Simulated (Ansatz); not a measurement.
# H₂LiSeSi radical (SMILES [Li][Se][SiH2]): energies and forces away from the minimum, part 2 of 2

Ansatz 0.2.0, Gaussian basis. The steps go on from the part before.

## 3. Structure 2, width 0.02 Å

The input, pbe-tzvpp/in.yaml:

```yaml
crystal:
  periodic: [false, false, false]
  atoms:
    - {symbol: Li, position_ang: [-0.985808, -1.168389, 0.870969]}
    - {symbol: Se, position_ang: [1.300360, -0.799505, 1.059860]}
    - {symbol: Si, position_ang: [0.417169, 0.289696, -0.658857]}
    - {symbol: H, position_ang: [-1.094891, -0.045069, -0.630655]}
    - {symbol: H, position_ang: [0.407894, 1.765127, -0.621793]}
basis:
  gaussian: {orbitals: def2-TZVPP}
magnetization: {spin_polarized: true, initial_magnetization: 1}
hamiltonian: {xc: pbe, dispersion: d4}
output: {forces: true}
```

r2scan-tzvpp/in.yaml differs from pbe-tzvpp/in.yaml so:

```diff
-hamiltonian: {xc: pbe, dispersion: d4}
+hamiltonian: {xc: r2scan, dispersion: d4}
```

pbe0-tzvpp/in.yaml:

```diff
-hamiltonian: {xc: pbe, dispersion: d4}
-output: {forces: true}
+hamiltonian: {xc: pbe0, dispersion: d4}
+output: {forces: true, orbitals: {seedname: orbitals}}
```

wb97mv-tzvpp/in.yaml:

```diff
-hamiltonian: {xc: pbe, dispersion: d4}
+hamiltonian: {xc: {name: wB97M-V}}
```

ccsdt-tzvpp/in.yaml:

```diff
-hamiltonian: {xc: pbe, dispersion: d4}
+correlation: {method: ccsd_t}
+scf: {omitted_lower_state_checks: [cluster_reference]}
```

The same command starts each run, in its folder.

Started as:

```bash
$ ansatz run in.yaml --threads 2 --pin off --events-out ev --progress --plain --max-ram 4352MiB
```

pbe-tzvpp printed:

```text
Functional definition: PBE
  name "PBE"
  cite "Perdew, Burke & Ernzerhof, Phys. Rev. Lett. 77, 3865 (1996) doi:10.1103/PhysRevLett.77.3865"
  parent pbe
  parameter kappa = 0.804
  parameter beta = 0.06672455060314922
  exchange = pbe_x(kappa = kappa, mu = beta*pi^2/3)
  correlation = pbe_c(beta = beta)
938 factors; their error is unknown
mean field evaluation 1: about -73449.0822 eV, gradient 1.7e1 eV
mean field evaluation 2: about -73448.8474 eV, gradient 1.8e1 eV
mean field evaluation 4: about -73451.0892 eV, gradient 9.6e-1 eV
mean field evaluation 8: about -73451.0937 eV, gradient 5.2e-2 eV
mean field evaluation 16: about -73451.0496 eV, gradient 8.2e-5 eV
mean field -73451.04960892 eV, -2699.2762862182 hartree, gradient 1.4e-5 eV, S^2 0.753367; 0 other end points of the search recorded, 0 dependent functions left out
the calculation of the forces begins
reference -73451.04965081 eV, -2699.2762877576 hartree; 27, 26 occupied and 110, 111 virtual orbitals, 938 factors
Total energy: -73451.15667014 eV, -2699.2802206453 hartree
Atom 0 at    -0.985808    -1.168389     0.870969 Å, force    -0.090154    -0.008224    -0.009997 eV/Å
Atom 1 at     1.300360    -0.799505     1.059860 Å, force     0.154543    -0.040836     0.164023 eV/Å
Atom 2 at     0.417169     0.289696    -0.658857 Å, force     0.149405    -0.444424    -0.251439 eV/Å
Atom 3 at    -1.094891    -0.045069    -0.630655 Å, force    -0.211059    -0.039160     0.024184 eV/Å
Atom 4 at     0.407894     1.765127    -0.621793 Å, force    -0.002735     0.532644     0.073229 eV/Å
Dipole moment:    -1.036305    -0.326207     0.164317 e Å
```

r2scan-tzvpp printed:

```text
[... 10 set-up lines as earlier in the session ...]
938 factors; their error is unknown
mean field evaluation 1: about -73462.9882 eV, gradient 1.5e1 eV
mean field evaluation 2: about -73463.3014 eV, gradient 1.5e1 eV
mean field evaluation 4: about -73464.5897 eV, gradient 8.2e-1 eV
mean field evaluation 8: about -73464.5931 eV, gradient 6.5e-2 eV
mean field evaluation 16: about -73464.5488 eV, gradient 1.6e-4 eV
mean field -73464.54879919 eV, -2699.7723723105 hartree, gradient 2.4e-5 eV, S^2 0.756766; 0 other end points of the search recorded, 0 dependent functions left out
the calculation of the forces begins
reference -73464.54881715 eV, -2699.7723729704 hartree; 27, 26 occupied and 110, 111 virtual orbitals, 938 factors
Total energy: -73464.57044297 eV, -2699.7731677047 hartree
Atom 0 at    -0.985808    -1.168389     0.870969 Å, force    -0.101765    -0.047555     0.031634 eV/Å
Atom 1 at     1.300360    -0.799505     1.059860 Å, force     0.040393     0.092241    -0.073357 eV/Å
Atom 2 at     0.417169     0.289696    -0.658857 Å, force     0.078834    -0.391465     0.016394 eV/Å
Atom 3 at    -1.094891    -0.045069    -0.630655 Å, force    -0.027901     0.010542    -0.015136 eV/Å
Atom 4 at     0.407894     1.765127    -0.621793 Å, force     0.010438     0.336236     0.040466 eV/Å
Dipole moment:    -1.097045    -0.323209     0.135199 e Å
```

pbe0-tzvpp printed:

```text
[... 10 set-up lines as earlier in the session ...]
966 factors; their error is unknown
mean field evaluation 1: about -73452.4987 eV, gradient 1.2e1 eV
mean field evaluation 2: about -73452.9590 eV, gradient 1.1e1 eV
mean field evaluation 4: about -73453.6277 eV, gradient 7.8e-1 eV
mean field evaluation 8: about -73454.0623 eV, gradient 5.3e-2 eV
mean field evaluation 16: about -73454.0624 eV, gradient 3.3e-5 eV
mean field -73454.06235728 eV, -2699.3870026785 hartree, gradient 3.3e-5 eV, S^2 0.755668; 0 other end points of the search recorded, 0 dependent functions left out
the calculation of the forces begins
reference -73454.06238874 eV, -2699.3870038343 hartree; 27, 26 occupied and 110, 111 virtual orbitals, 966 factors
Total energy: -73454.15224110 eV, -2699.3903058477 hartree
Atom 0 at    -0.985808    -1.168389     0.870969 Å, force    -0.036114    -0.013364     0.011885 eV/Å
Atom 1 at     1.300360    -0.799505     1.059860 Å, force    -0.036629     0.098897    -0.098600 eV/Å
Atom 2 at     0.417169     0.289696    -0.658857 Å, force     0.110784    -0.421893     0.025744 eV/Å
Atom 3 at    -1.094891    -0.045069    -0.630655 Å, force    -0.048066    -0.013616     0.009893 eV/Å
Atom 4 at     0.407894     1.765127    -0.621793 Å, force     0.010026     0.349976     0.051078 eV/Å
Dipole moment:    -1.083425    -0.314212     0.130356 e Å
```

Output in wb97mv-tzvpp:

```text
[... 5 set-up lines as earlier in the session ...]
  # Of w^i u^j: cxij and so on, Table III.
[... 17 set-up lines as earlier in the session ...]
  gx(w, u) = 1 - cx + cx01*u + cx10*w
  gss(w, u) = css00 + css04*u^4 + css10*w + css20*w^2 + css43*w^4*u^3
  gos(w, u) = cos00 + cos10*w + (cos20 + cos21*u)*w^2 + (cos60 + cos61*u)*w^6
[... 2 set-up lines as earlier in the session ...]
      + integral(e_c_pw_mod_opposite_spin*gos(b97_w_opposite, b97_u_opposite)) + vv10(b, c)
949 factors; their error is unknown
218 factors; integrals over basis functions are off by at most 2.3e-5 eV
mean field evaluation 1: about -73459.9122 eV, gradient 9.7e0 eV
mean field evaluation 2: about -73460.4380 eV, gradient 6.8e0 eV
mean field evaluation 4: about -73460.6867 eV, gradient 4.6e-1 eV
mean field evaluation 8: about -73460.9360 eV, gradient 1.9e-1 eV
mean field evaluation 16: about -73460.9362 eV, gradient 5.8e-4 eV
mean field -73460.93622763 eV, -2699.6396127545 hartree, gradient 3.9e-5 eV, S^2 0.754617; 0 other end points of the search recorded, 0 dependent functions left out
the calculation of the forces begins
reference -73460.93627795 eV, -2699.6396146038 hartree; 27, 26 occupied and 110, 111 virtual orbitals, 949 factors
Total energy: -73460.93627795 eV, -2699.6396146038 hartree
Atom 0 at    -0.985808    -1.168389     0.870969 Å, force    -0.069562    -0.042885     0.047235 eV/Å
Atom 1 at     1.300360    -0.799505     1.059860 Å, force    -0.074413     0.135362    -0.146340 eV/Å
Atom 2 at     0.417169     0.289696    -0.658857 Å, force     0.081867    -0.302673     0.012438 eV/Å
Atom 3 at    -1.094891    -0.045069    -0.630655 Å, force     0.060183     0.008386     0.024110 eV/Å
Atom 4 at     0.407894     1.765127    -0.621793 Å, force     0.001925     0.201811     0.062557 eV/Å
Dipole moment:    -1.085147    -0.317208     0.105857 e Å
```

Output in ccsdt-tzvpp:

```text
[... 6 set-up lines as earlier in the session ...]
these checks for a lower state are left out or cut short: cluster_reference
869 factors; integrals over basis functions are off by at most 1.3e-3 eV
mean field evaluation 1: about -73399.9604 eV, gradient 1.1e1 eV
mean field evaluation 2: about -73399.9661 eV, gradient 1.1e1 eV
mean field evaluation 4: about -73401.1267 eV, gradient 2.2e0 eV
mean field evaluation 8: about -73401.2025 eV, gradient 1.5e-1 eV
mean field -73401.20403344 eV, -2697.4444951057 hartree, gradient 2.9e-6 eV, S^2 0.763303; 0 other end points of the search recorded, 0 dependent functions left out
14 core orbitals not correlated: weight in the atoms' cores, before any rotation towards them, 1.000 or more for the frozen orbitals, at most 0.000 for the correlated occupied ones
reference -73401.20403344 eV, -2697.4444951057 hartree; 13, 12 occupied and 110, 111 virtual orbitals, 869 factors
second order -11.40855381 eV of doubles, -0.00000000 eV of singles
cycle   1  -11.73025419 eV  change   -3.2e-1 eV  update   8.2e-2
cycle   2  -12.08434767 eV  change   -3.5e-1 eV  update   2.8e-2
cycle   3  -12.13912930 eV  change   -5.5e-2 eV  update   1.8e-2
cycle   4  -12.12611634 eV  change    1.3e-2 eV  update   8.6e-3
cycle   5  -12.13056822 eV  change   -4.5e-3 eV  update   4.9e-3
cycle   6  -12.13159409 eV  change   -1.0e-3 eV  update   2.1e-3
cycle   7  -12.13199366 eV  change   -4.0e-4 eV  update   7.5e-4
cycle   8  -12.13228200 eV  change   -2.9e-4 eV  update   3.3e-4
cycle   9  -12.13223269 eV  change    4.9e-5 eV  update   1.5e-4
cycle  10  -12.13217101 eV  change    6.2e-5 eV  update   7.2e-5
cycle  11  -12.13221398 eV  change   -4.3e-5 eV  update   3.7e-5
cycle  12  -12.13220170 eV  change    1.2e-5 eV  update   1.9e-5
cycle  13  -12.13221408 eV  change   -1.2e-5 eV  update   8.3e-6
cycle  14  -12.13220977 eV  change    4.3e-6 eV  update   3.5e-6
cycle  15  -12.13220688 eV  change    2.9e-6 eV  update   1.4e-6
perturbative correction -0.46540926 eV, -0.0171034748 hartree
the calculation of the forces begins
working
mean field evaluation 16: about -73401.2040 eV, gradient 2.9e-6 eV
Total energy: -73413.80164958 eV, -2697.9074489600 hartree
Atom 0 at    -0.985808    -1.168389     0.870969 Å, force    -0.159468    -0.064859     0.036587 eV/Å
Atom 1 at     1.300360    -0.799505     1.059860 Å, force     0.084672     0.060833    -0.031187 eV/Å
Atom 2 at     0.417169     0.289696    -0.658857 Å, force     0.008006    -0.243371    -0.042410 eV/Å
Atom 3 at    -1.094891    -0.045069    -0.630655 Å, force     0.051951    -0.001575     0.011442 eV/Å
Atom 4 at     0.407894     1.765127    -0.621793 Å, force     0.014839     0.248972     0.025568 eV/Å
Dipole moment:    -1.108178    -0.328101     0.137131 e Å
Checks for a lower state left out: cluster_reference
```

They took 1.1 s (pbe-tzvpp), 2 s (r2scan-tzvpp), 1.4 s (pbe0-tzvpp), 5 s (wb97mv-tzvpp), 1.9 min (ccsdt-tzvpp) on 2 threads of AMD EPYC 9R45, shared host; peak memory 2.9 GiB.

```
   method  RMS force component (eV/Å)  RMS error against CCSD(T) (eV/Å)  angle to CCSD(T) forces (°)  dipole (D)
   PBE-D4                       0.213                             0.146                         39.0        5.28
r2SCAN-D4                       0.143                             0.060                         22.4        5.53
  PBE0-D4                       0.151                             0.085                         33.0        5.45
  wB97M-V                       0.116                             0.068                         35.2        5.45
  CCSD(T)                       0.106                         reference                    reference        5.59
```

## 4. All structures together

Energy above the minimum (kcal/mol):

| structure | width (Å) | PBE-D4 | r2SCAN-D4 | PBE0-D4 | wB97M-V | Hartree-Fock | MP2 | CCSD | CCSD(T) |
| --- | --- | --- | --- | --- | --- | --- | --- | --- | --- |
| 1 | 0.09 | 7.3 | 9.1 | 9.4 | 10.1 | 10.5 | 10.7 | 9.8 | 9.2 |
| 2 | 0.02 | 0.2 | 0.1 | 0.1 | 0.1 | 0.0 | 0.0 | 0.0 | 0.0 |

Miss and cost, level by level (times from a shared host):

| method | mean energy error from CCSD(T) (kcal/mol) | mean time a point |
| --- | --- | --- |
| PBE-D4 | 1.0 | 1.1 s |
| r2SCAN-D4 | 0.1 | 2.1 s |
| PBE0-D4 | 0.2 | 1.4 s |
| wB97M-V | 0.4 | 5.2 s |
| Hartree-Fock | 0.7 | part of the CCSD(T) run |
| MP2 | 0.8 | part of the CCSD(T) run |
| CCSD | 0.3 | part of the CCSD(T) run |
| CCSD(T) | 0 | 1.9 min |

For cost: r2SCAN-D4 comes within 0.1 kcal/mol at 2.1 s a point, where CCSD(T) needs 1.9 min.

## 5. Outcome

What follows sums up all 2 parts.

```
                         quantity                                                                                              value
energy above the minimum, CCSD(T)                                                                                  9.2, 0.0 kcal/mol
                mean energy error  PBE-D4 1.0, r2SCAN-D4 0.1, PBE0-D4 0.2, wB97M-V 0.4, Hartree-Fock 0.7, MP2 0.8, CCSD 0.3 kcal/mol
             mean RMS force error                                   PBE-D4 0.161, r2SCAN-D4 0.053, PBE0-D4 0.078, wB97M-V 0.066 eV/Å
            largest T1 diagnostic                                                                                              0.020
```

What this shows: r2SCAN-D4 gives the best energies and PBE-D4 the worst. For forces r2SCAN-D4 is best, off by 10 % of the typical force, and PBE-D4 worst (30 %); with few structures and a triple-zeta reference, gaps of a few points rank nothing.
